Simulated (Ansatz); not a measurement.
**B₂O: a line through an energy map, part 1 of 2**

Aim: follow the energy of B2O (P-3m1, No. 164; 6 atoms in the cell) along one coordinate, volume per atom at fixed shape, with the other held at shift of B3 along [0 0 1] = 0.113 Å.

Program: Ansatz 0.2.0. Level of theory: DFT PBE+D3(BJ), scalar-relativistic, plane waves, PAW. These are calculated values, not measurements.

72 further runs of the same task are left out: 72 set aside as unsound or not needed.

### 1 The starting structure

The structure is trigonal, space group P-3m1 (No. 164). The conventional cell has a = 2.546 Å, b = 2.546 Å, c = 9.678 Å, α = 90.00°, β = 90.00°, γ = 120.00°. B (site symmetry 3m) has 3 O at 1.57 Å and 1 B at 1.74 Å as nearest neighbours. Around B (site symmetry 3m) lie 3 B at 1.58 Å. Around O (site symmetry 3m) lie 3 B at 1.57 Å.

As a file:

```cif
data_structure
_symmetry_space_group_name_H-M 'P 1'
_symmetry_Int_Tables_number 1
_cell_length_a 2.5456
_cell_length_b 2.5456
_cell_length_c 9.6777
_cell_angle_alpha 90.000
_cell_angle_beta 90.000
_cell_angle_gamma 120.000
_cell_volume 54.31
loop_
_atom_site_label
_atom_site_type_symbol
_atom_site_fract_x
_atom_site_fract_y
_atom_site_fract_z
_atom_site_occupancy
B1 B 0.00000 0.00000 0.40990 1
B2 B 0.00000 0.00000 0.59010 1
B3 B 0.66667 0.33333 0.02935 1
B4 B 0.33333 0.66667 0.97065 1
O1 O 0.66667 0.33333 0.35258 1
O2 O 0.33333 0.66667 0.64742 1
```

This cell was relaxed beforehand with the same method: volume 9.05 Å³/atom, gap on the mesh none (metal).

### 2 The scan

Atoms count from 1 in the order of the input.

The energy is mapped over a free internal coordinate and the cell.

- shift of B3 along [0 0 1], its symmetry partners moved as symmetry demands (measured in the relaxed cell): 11 values from −0.189 to 0.189 Å
- volume per atom at fixed shape: 11 values from 7.784 to 10.319 Å³

Nothing else is relaxed (all other coordinates fixed). Energies count from the relaxed crystal. Points are written as (first, second).

### 3 Grid point (0.113 Å, 7.784 Å³)

input.yaml

```yaml
crystal:
  lattice:
    - [2.4207310644, 0.0, 0.0]
    - [-1.2103655322, 2.0964145975, 0.0]
    - [0.0, 0.0, 9.2030198593]
  atoms:
    - { symbol: B, position: [0.0, 0.0, 0.4099026039] }
    - { symbol: B, position: [0.0, 0.0, 0.5900973961] }
    - { symbol: B, position: [0.6666666667, 0.3333333333, 0.0410639789] }
    - { symbol: B, position: [0.3333333333, 0.6666666667, 0.9589360211] }
    - { symbol: O, position: [0.6666666667, 0.3333333333, 0.3525784977] }
    - { symbol: O, position: [0.3333333333, 0.6666666667, 0.6474215023] }
basis:
  ecutwfc: 520.0
kpoints:
  mp_grid: { grid: [18, 18, 4] }
hamiltonian:
  xc: pbe
  dispersion: d3bj
scf:
  occupations: { method: gaussian, width: 0.15 }
output:
  forces: true
  stress: true
  eigenvalues: true
```

The run is started by

```console
$ ansatz run input.yaml --threads 2 --pin off --max-ram 4096MiB --backend cpu --events-out ev --progress --plain --runs-dir out
```

Output (excerpt; [...] marks lines left out):

```text
Warning: RAYON_NUM_THREADS=2 ignored (pool sized by the plan → 2); use --threads N
[...]
Pseudopotentials: kind: paw
Pseudopotential: B, paw, valence charge 3, recommended cutoff 420 eV (normal), B.paw.azcp
Pseudopotential: O, paw, valence charge 6, recommended cutoff 420 eV (normal), O.paw.azcp
Functional definition: PBE
[...]
Crystal: 6 atoms, lattice volume = 46.704 Å³
Basis set: ecut = 520 eV, 1265 PW (Γ), exchange–correlation on 40×40×144 points (8 copies of the dense FFT grid, shifted against one another)
Bands: 18, of which v1, the nominal top of the filled ones, is band 12 counted from 1 (11 counted from 0)
Symmetry: 12 space group operations
Space group: P-3m1 (ITA 164), of the structure as read, at distance tolerance 3.6e-5 Å
k-points: 138 of 1296
[...]
SCF iter   1: F=—  HF=-1756.763831 eV  |F-HF|=—  |Δ(HF+E_count)|=         —  Δρ=1.47e-2  dr2=9.26e-2  ethr=1.77e-3  ⟨swp⟩=5.8  Hψ=13279  notcnv=0
[...]
SCF iter   7: F=-1756.744915 eV  HF=-1756.744915 eV  |F-HF|=4.52e-8  |Δ(HF+E_count)|=   9.61e-8  Δρ=1.54e-5  dr2=9.00e-8  ethr=4.17e-10  ⟨swp⟩=9.2  Hψ=14460  notcnv=0
[...]
SCF converged after 7 iterations
Free energy (F): -1756.744915 eV
[...]
E sigma→0 (E₀):  -1756.740724 eV
Entropy (-TS):   -0.008381 eV (-1.397 meV/atom)
Fermi energy:    9.546230 eV
[...]
--- Forces (eV/Å), atoms counted from 1 ---
  atom   1  B      0.00000000    -0.00000000    -0.38313501
  atom   2  B      0.00000000     0.00000000     0.38313501
  atom   3  B      0.00000000     0.00000000     0.52329695
  atom   4  B     -0.00000000    -0.00000000    -0.52329695
  atom   5  O     -0.00000000    -0.00000000    -1.51640604
  atom   6  O      0.00000000     0.00000000     1.51640604
[...]
--- Stress (GPa, compression-positive) ---
       25.630542       0.000000       0.000000
       -0.000000      25.630542       0.000000
        0.000000       0.000000      19.974675
  P = ⅓ Tr σ = 23.7453 GPa (237.453 kbar)
--- Band table (eV; the first three rows and the last of 138) ---
  k-point 0: bands = ["-17.0568", "-16.3462", "-5.0634", "-3.5705", "0.8272", "2.5844", "2.5844", "2.6946", "2.6946", "3.8295", "6.5072", "11.0671", "14.2733", "14.2733", "15.1105", "15.6251", "15.6251", "15.7555"]
[...]
```

Wall time 4.2 s (2 threads of Arm Neoverse V1, shared host); peak memory 0.4 GiB.

On the map this point reads 73 meV/atom.

### 4 Point (0.113 Å, 8.038 Å³)

Changes to input.yaml since step 3:

```diff
@@ -2,5 +2,5 @@
   lattice:
-    - [2.4207310644, 0.0, 0.0]
-    - [-1.2103655322, 2.0964145975, 0.0]
-    - [0.0, 0.0, 9.2030198593]
+    - [2.4467800732, 0.0, 0.0]
+    - [-1.2233900366, 2.1189737009, 0.0]
+    - [0.0, 0.0, 9.302051738]
   atoms:
```

The run is started by

```console
$ ansatz run input.yaml --threads 2 --pin off --max-ram 4096MiB --backend cpu --events-out ev --progress --plain --runs-dir out
```

Output (excerpt; [...] marks lines left out):

```text
Warning: RAYON_NUM_THREADS=2 ignored (pool sized by the plan → 2); use --threads N
[...]
[... 4 set-up lines as earlier in the session ...]
[...]
Crystal: 6 atoms, lattice volume = 48.228 Å³
Basis set: ecut = 520 eV, 1289 PW (Γ), exchange–correlation on 40×40×144 points (8 copies of the dense FFT grid, shifted against one another)
Bands: 18, of which v1, the nominal top of the filled ones, is band 12 counted from 1 (11 counted from 0)
[... 2 set-up lines as earlier in the session ...]
k-points: 138 of 1296
[...]
SCF iter   1: F=—  HF=-1756.942865 eV  |F-HF|=—  |Δ(HF+E_count)|=         —  Δρ=1.32e-2  dr2=7.34e-2  ethr=1.77e-3  ⟨swp⟩=5.8  Hψ=13185  notcnv=0
[...]
SCF converged after 7 iterations
Free energy (F): -1756.929778 eV
[...]
E sigma→0 (E₀):  -1756.925367 eV
Entropy (-TS):   -0.008823 eV (-1.470 meV/atom)
Fermi energy:    9.083546 eV
[...]
--- Forces (eV/Å), atoms counted from 1 ---
  atom   1  B     -0.00000000     0.00000000    -0.30539374
  atom   2  B      0.00000000    -0.00000000     0.30539374
  atom   3  B      0.00000000    -0.00000000     0.07875670
  atom   4  B      0.00000000     0.00000000    -0.07875670
  atom   5  O      0.00000000     0.00000000    -1.13816805
  atom   6  O      0.00000000    -0.00000000     1.13816805
[...]
--- Stress (GPa, compression-positive) ---
       15.977625       0.000000       0.000000
        0.000000      15.977625      -0.000000
        0.000000      -0.000000      14.069659
  P = ⅓ Tr σ = 15.3416 GPa (153.416 kbar)
--- Band table (eV; the first three rows and the last of 138) ---
  k-point 0: bands = ["-17.1122", "-16.4425", "-5.2554", "-3.7012", "0.6338", "2.2698", "2.2698", "2.3774", "2.3774", "3.5465", "6.1248", "10.6420", "13.6952", "13.6952", "14.2737", "14.9402", "15.0583", "15.0583"]
[...]
```

Wall time 4.2 s (2 threads of Arm Neoverse V1, shared host); peak memory 0.4 GiB.

Energy on the map's scale: 43 meV/atom.

### 5 The run at (0.113 Å, 8.291 Å³)

Changes to input.yaml since step 4:

```diff
@@ -2,5 +2,5 @@
   lattice:
-    - [2.4467800732, 0.0, 0.0]
-    - [-1.2233900366, 2.1189737009, 0.0]
-    - [0.0, 0.0, 9.302051738]
+    - [2.4721865502, 0.0, 0.0]
+    - [-1.2360932751, 2.1409763554, 0.0]
+    - [0.0, 0.0, 9.3986408699]
   atoms:
```

The run is started by

```console
$ ansatz run input.yaml --threads 2 --pin off --max-ram 4096MiB --backend cpu --events-out ev --progress --plain --runs-dir out
```

Output (excerpt; [...] marks lines left out):

```text
[...]
SCF converged after 7 iterations
Free energy (F): -1757.040193 eV
[...]
E sigma→0 (E₀):  -1757.035408 eV
Entropy (-TS):   -0.009572 eV (-1.595 meV/atom)
Fermi energy:    8.649371 eV
[...]
--- Forces (eV/Å), atoms counted from 1 ---
  atom   1  B      0.00000000     0.00000000    -0.22976518
  atom   2  B     -0.00000000    -0.00000000     0.22976518
  atom   3  B     -0.00000000    -0.00000000    -0.32080152
  atom   4  B      0.00000000     0.00000000     0.32080152
  atom   5  O     -0.00000000     0.00000000    -0.79828917
  atom   6  O      0.00000000    -0.00000000     0.79828917
[...]
--- Stress (GPa, compression-positive) ---
        7.738198       0.000000       0.000000
        0.000000       7.738198      -0.000000
        0.000000       0.000000       8.947089
  P = ⅓ Tr σ = 8.1412 GPa (81.412 kbar)
--- Band table (eV; the first three rows and the last of 138) ---
  k-point 0: bands = ["-17.1639", "-16.5320", "-5.4339", "-3.8248", "0.4513", "1.9759", "1.9759", "2.0809", "2.0809", "3.2808", "5.7631", "10.2433", "13.1520", "13.1520", "13.4856", "14.1771", "14.5223", "14.5223"]
[...]
```

Wall time 4.3 s (2 threads of Arm Neoverse V1, shared host); peak memory 0.41 GiB.

On the map this point reads 24 meV/atom.

### 6 Grid point (0.113 Å, 8.545 Å³)

Changes to input.yaml since step 5:

```diff
@@ -2,5 +2,5 @@
   lattice:
-    - [2.4721865502, 0.0, 0.0]
-    - [-1.2360932751, 2.1409763554, 0.0]
-    - [0.0, 0.0, 9.3986408699]
+    - [2.4971787081, 0.0, 0.0]
+    - [-1.248589354, 2.162620199, 0.0]
+    - [0.0, 0.0, 9.4936548633]
   atoms:
```

The run is started by

```console
$ ansatz run input.yaml --threads 2 --pin off --max-ram 4096MiB --backend cpu --events-out ev --progress --plain --runs-dir out
```

Output (excerpt; [...] marks lines left out):

```text
[...]
SCF converged after 7 iterations
Free energy (F): -1757.087180 eV
[...]
E sigma→0 (E₀):  -1757.081844 eV
Entropy (-TS):   -0.010672 eV (-1.779 meV/atom)
Fermi energy:    8.238408 eV
[...]
--- Forces (eV/Å), atoms counted from 1 ---
  atom   1  B      0.00000000     0.00000000    -0.15611208
  atom   2  B     -0.00000000    -0.00000000     0.15611208
  atom   3  B      0.00000000    -0.00000000    -0.68396656
  atom   4  B     -0.00000000     0.00000000     0.68396656
  atom   5  O      0.00000000     0.00000000    -0.49012256
  atom   6  O     -0.00000000    -0.00000000     0.49012256
[...]
--- Stress (GPa, compression-positive) ---
        0.602902      -0.000000      -0.000000
        0.000000       0.602902      -0.000000
       -0.000000      -0.000000       4.459212
  P = ⅓ Tr σ = 1.8883 GPa (18.883 kbar)
--- Band table (eV; the first three rows and the last of 138) ---
  k-point 0: bands = ["-17.2129", "-16.6164", "-5.6012", "-3.9431", "0.2773", "1.6985", "1.6985", "1.8011", "1.8011", "3.0289", "5.4177", "9.8659", "12.6371", "12.6371", "12.7364", "13.4562", "14.0106", "14.0106"]
[...]
```

Run time: 5 s. Hardware: 2 threads of Arm Neoverse V1, shared host; peak memory 0.41 GiB.

Energy on the map's scale: 16 meV/atom.

### 7 Point (0.113 Å, 8.798 Å³)

Changes to input.yaml since step 6:

```diff
@@ -2,5 +2,5 @@
   lattice:
-    - [2.4971787081, 0.0, 0.0]
-    - [-1.248589354, 2.162620199, 0.0]
-    - [0.0, 0.0, 9.4936548633]
+    - [2.5215848518, 0.0, 0.0]
+    - [-1.2607924259, 2.1837565395, 0.0]
+    - [0.0, 0.0, 9.5864409761]
   atoms:
```

The run is started by

```console
$ ansatz run input.yaml --threads 2 --pin off --max-ram 4096MiB --backend cpu --events-out ev --progress --plain --runs-dir out
```

Output (excerpt; [...] marks lines left out):

```text
Warning: RAYON_NUM_THREADS=2 ignored (pool sized by the plan → 2); use --threads N
[...]
[... 4 set-up lines as earlier in the session ...]
[...]
Crystal: 6 atoms, lattice volume = 52.788 Å³
Basis set: ecut = 520 eV, 1463 PW (Γ), exchange–correlation on 40×40×144 points (8 copies of the dense FFT grid, shifted against one another)
Bands: 18, of which v1, the nominal top of the filled ones, is band 12 counted from 1 (11 counted from 0)
[... 1 set-up line as earlier in the session ...]
Space group: P-3m1 (ITA 164), of the structure as read, at distance tolerance 3.8e-5 Å
k-points: 138 of 1296
[...]
SCF iter   1: F=—  HF=-1757.079617 eV  |F-HF|=—  |Δ(HF+E_count)|=         —  Δρ=9.46e-3  dr2=2.97e-2  ethr=1.77e-3  ⟨swp⟩=5.7  Hψ=12816  notcnv=0
[...]
SCF converged after 7 iterations
Free energy (F): -1757.078906 eV
[...]
E sigma→0 (E₀):  -1757.072868 eV
Entropy (-TS):   -0.012077 eV (-2.013 meV/atom)
Fermi energy:    7.852143 eV
[...]
--- Forces (eV/Å), atoms counted from 1 ---
  atom   1  B     -0.00000000     0.00000000    -0.08539358
  atom   2  B     -0.00000000    -0.00000000     0.08539358
  atom   3  B     -0.00000000    -0.00000000    -1.01226711
  atom   4  B      0.00000000     0.00000000     1.01226711
  atom   5  O     -0.00000000     0.00000000    -0.21267477
  atom   6  O      0.00000000    -0.00000000     0.21267477
[...]
--- Stress (GPa, compression-positive) ---
       -5.536734       0.000000      -0.000000
        0.000000      -5.536734       0.000000
       -0.000000       0.000000       0.554407
  P = ⅓ Tr σ = -3.5064 GPa (-35.064 kbar)
--- Band table (eV; the first three rows and the last of 138) ---
  k-point 0: bands = ["-17.2592", "-16.6955", "-5.7566", "-4.0559", "0.1123", "1.4382", "1.4382", "1.5386", "1.5386", "2.7917", "5.0898", "9.5108", "12.0290", "12.1523", "12.1523", "12.7795", "13.5251", "13.5251"]
[...]
```

It took 4.8 s on 2 threads of Arm Neoverse V1, shared host; peak memory 0.41 GiB.

Energy on the map's scale: 18 meV/atom.

### 8 The run at (0.113 Å, 9.052 Å³)

Changes to input.yaml since step 7:

```diff
@@ -2,5 +2,5 @@
   lattice:
-    - [2.5215848518, 0.0, 0.0]
-    - [-1.2607924259, 2.1837565395, 0.0]
-    - [0.0, 0.0, 9.5864409761]
+    - [2.5455823096, 0.0, 0.0]
+    - [-1.2727911548, 2.2045389476, 0.0]
+    - [0.0, 0.0, 9.6776733662]
   atoms:
@@ -25 +25,5 @@
   eigenvalues: true
+  write_density: true
+  write_potential: true
+  elf: true
+  volumetric_format: npy
```

The run is started by

```console
$ ansatz run input.yaml --threads 2 --pin off --max-ram 4096MiB --backend cpu --events-out ev --progress --plain --runs-dir out
```

Output (excerpt; [...] marks lines left out):

```text
Warning: RAYON_NUM_THREADS=2 ignored (pool sized by the plan → 2); use --threads N
[...]
[... 4 set-up lines as earlier in the session ...]
[...]
Crystal: 6 atoms, lattice volume = 54.310 Å³
Basis set: ecut = 520 eV, 1463 PW (Γ), exchange–correlation on 40×40×144 points (8 copies of the dense FFT grid, shifted against one another)
Bands: 18, of which v1, the nominal top of the filled ones, is band 12 counted from 1 (11 counted from 0)
[... 2 set-up lines as earlier in the session ...]
k-points: 138 of 1296
[...]
SCF iter   1: F=—  HF=-1757.021567 eV  |F-HF|=—  |Δ(HF+E_count)|=         —  Δρ=8.50e-3  dr2=2.11e-2  ethr=1.77e-3  ⟨swp⟩=5.8  Hψ=12644  notcnv=0
[...]
SCF converged after 7 iterations
Free energy (F): -1757.022848 eV
[...]
E sigma→0 (E₀):  -1757.016021 eV
Entropy (-TS):   -0.013653 eV (-2.276 meV/atom)
Fermi energy:    7.486465 eV
[...]
--- Forces (eV/Å), atoms counted from 1 ---
  atom   1  B      0.00000000     0.00000000    -0.01755164
  atom   2  B     -0.00000000    -0.00000000     0.01755164
  atom   3  B     -0.00000000    -0.00000000    -1.31086962
  atom   4  B      0.00000000     0.00000000     1.31086962
  atom   5  O      0.00000000     0.00000000     0.03886434
  atom   6  O      0.00000000    -0.00000000    -0.03886434
[...]
--- Stress (GPa, compression-positive) ---
      -10.848158       0.000000       0.000000
        0.000000     -10.848158      -0.000000
        0.000000      -0.000000      -2.861419
  P = ⅓ Tr σ = -8.1859 GPa (-81.859 kbar)
--- Band table (eV; the first three rows and the last of 138) ---
  k-point 0: bands = ["-17.3033", "-16.7704", "-5.9016", "-4.1643", "-0.0455", "1.1921", "1.1921", "1.2904", "1.2904", "2.5667", "4.7763", "9.1738", "11.3560", "11.6927", "11.6927", "12.1396", "13.0612", "13.0612"]
[...]
```

Run time: 6.7 s. Hardware: 2 threads of Arm Neoverse V1, shared host; peak memory 0.42 GiB.

Density in a lattice plane of the grid's cell (edges 2.55 and 9.68 Å, at 0.333 of the third edge), which holds B and O.

Ten even steps from '0' (0.02 e/Å³) to '9' (7.25 e/Å³):
```
000000
000000
000000
000000
000000
000000
011000
010000
000000
000000
000000
000242
001595
000241
000000
000000
000000
000000
000000
000101
```
Columns run along the first of these edges and rows up along the second, over one cell in 6 and 20 even steps from the bottom left corner. Atoms in the plane (fractional): B at (0.67, 0.04), O at (0.67, 0.35).

ELF in the same plane.

Ten even steps from ' ' (0.01) to '@' (0.88):
```
%%**####**##
******++==++
------::....
            
..::..      
++##++..    
##@@##..  ..
**%%**..  ..
--==--..  ..
++##==..  ..
--==----==--
**::**%%%%%%
##::##%%--%%
++  ++@@@@@@
..  ..++##++
            
--..--++**++
**==**##++##
%%++##==  ==
%%**%%**::##
```
Columns run along the first of these edges and rows up along the second, over one cell in 6 and 20 even steps from the bottom left corner. Atoms in the plane (fractional): B at (0.67, 0.04), O at (0.67, 0.35).

Both are smooth fields of the valence electrons: close to the nuclei they are not physical.

The highest ELF values outside the cores: 0.98 on the B–B line, 0.8 Å from B; 0.90 beside O, off the lines to its neighbours, 0.7 Å from O; 0.87 on the B–O line, 0.8 Å from B.

Energy on the map's scale: 27 meV/atom.

### 9 Point (0.113 Å, 9.305 Å³)

Changes to input.yaml since step 8:

```diff
@@ -2,5 +2,5 @@
   lattice:
-    - [2.5455823096, 0.0, 0.0]
-    - [-1.2727911548, 2.2045389476, 0.0]
-    - [0.0, 0.0, 9.6776733662]
+    - [2.5691200202, 0.0, 0.0]
+    - [-1.2845600101, 2.2249232029, 0.0]
+    - [0.0, 0.0, 9.7671579112]
   atoms:
@@ -25,5 +25 @@
   eigenvalues: true
-  write_density: true
-  write_potential: true
-  elf: true
-  volumetric_format: npy
```

The run is started by

```console
$ ansatz run input.yaml --threads 2 --pin off --max-ram 4096MiB --backend cpu --events-out ev --progress --plain --runs-dir out
```

Output (excerpt; [...] marks lines left out):

```text
[...]
SCF converged after 7 iterations
Free energy (F): -1756.925516 eV
[...]
E sigma→0 (E₀):  -1756.917919 eV
Entropy (-TS):   -0.015193 eV (-2.532 meV/atom)
Fermi energy:    7.140906 eV
[...]
--- Forces (eV/Å), atoms counted from 1 ---
  atom   1  B      0.00000000    -0.00000000     0.04633244
  atom   2  B      0.00000000     0.00000000    -0.04633244
  atom   3  B     -0.00000000     0.00000000    -1.58260711
  atom   4  B      0.00000000    -0.00000000     1.58260711
  atom   5  O      0.00000000    -0.00000000     0.26564674
  atom   6  O      0.00000000     0.00000000    -0.26564674
[...]
--- Stress (GPa, compression-positive) ---
      -15.417570       0.000000       0.000000
        0.000000     -15.417570       0.000000
        0.000000       0.000000      -5.836298
  P = ⅓ Tr σ = -12.2238 GPa (-122.238 kbar)
--- Band table (eV; the first three rows and the last of 138) ---
  k-point 0: bands = ["-17.3458", "-16.8415", "-6.0366", "-4.2689", "-0.1964", "0.9593", "0.9593", "1.0557", "1.0557", "2.3537", "4.4767", "8.8545", "10.7169", "11.2578", "11.2578", "11.5355", "12.6180", "12.6180"]
[...]
```

Wall time 5 s (2 threads of Arm Neoverse V1, shared host); peak memory 0.42 GiB.

Energy on the map's scale: 43 meV/atom.

### 10 Point (0.113 Å, 9.558 Å³)

Changes to input.yaml since step 9:

```diff
@@ -2,5 +2,5 @@
   lattice:
-    - [2.5691200202, 0.0, 0.0]
-    - [-1.2845600101, 2.2249232029, 0.0]
-    - [0.0, 0.0, 9.7671579112]
+    - [2.592196638, 0.0, 0.0]
+    - [-1.296098319, 2.2449081401, 0.0]
+    - [0.0, 0.0, 9.8548894957]
   atoms:
```

The run is started by

```console
$ ansatz run input.yaml --threads 2 --pin off --max-ram 4096MiB --backend cpu --events-out ev --progress --plain --runs-dir out
```

Output (excerpt; [...] marks lines left out):

```text
Warning: RAYON_NUM_THREADS=2 ignored (pool sized by the plan → 2); use --threads N
[...]
[... 4 set-up lines as earlier in the session ...]
[...]
Crystal: 6 atoms, lattice volume = 57.348 Å³
Basis set: ecut = 520 eV, 1561 PW (Γ), exchange–correlation on 40×40×150 points (8 copies of the dense FFT grid, shifted against one another)
Bands: 18, of which v1, the nominal top of the filled ones, is band 12 counted from 1 (11 counted from 0)
[... 1 set-up line as earlier in the session ...]
Space group: P-3m1 (ITA 164), of the structure as read, at distance tolerance 3.9e-5 Å
k-points: 138 of 1296
[...]
SCF iter   1: F=—  HF=-1756.789842 eV  |F-HF|=—  |Δ(HF+E_count)|=         —  Δρ=7.05e-3  dr2=1.19e-2  ethr=1.77e-3  ⟨swp⟩=5.8  Hψ=12478  notcnv=0
[...]
SCF converged after 7 iterations
Free energy (F): -1756.792887 eV
[...]
E sigma→0 (E₀):  -1756.784647 eV
Entropy (-TS):   -0.016479 eV (-2.747 meV/atom)
Fermi energy:    6.813387 eV
[...]
--- Forces (eV/Å), atoms counted from 1 ---
  atom   1  B      0.00000000     0.00000000     0.10472354
  atom   2  B     -0.00000000    -0.00000000    -0.10472354
  atom   3  B     -0.00000000     0.00000000    -1.82954288
  atom   4  B      0.00000000     0.00000000     1.82954288
  atom   5  O      0.00000000     0.00000000     0.46886473
  atom   6  O     -0.00000000    -0.00000000    -0.46886473
[...]
--- Stress (GPa, compression-positive) ---
      -19.318283       0.000000      -0.000000
       -0.000000     -19.318283       0.000000
       -0.000000      -0.000000      -8.403667
  P = ⅓ Tr σ = -15.6801 GPa (-156.801 kbar)
--- Band table (eV; the first three rows and the last of 138) ---
  k-point 0: bands = ["-17.3863", "-16.9088", "-6.1629", "-4.3694", "-0.3407", "0.7395", "0.7395", "0.8340", "0.8340", "2.1515", "4.1907", "8.5512", "10.1102", "10.8454", "10.8454", "10.9656", "12.1953", "12.1953"]
[...]
```

It took 5.2 s on 2 threads of Arm Neoverse V1, shared host; peak memory 0.43 GiB.

On the map this point reads 65 meV/atom.

(Continued in part 2 of 2.)
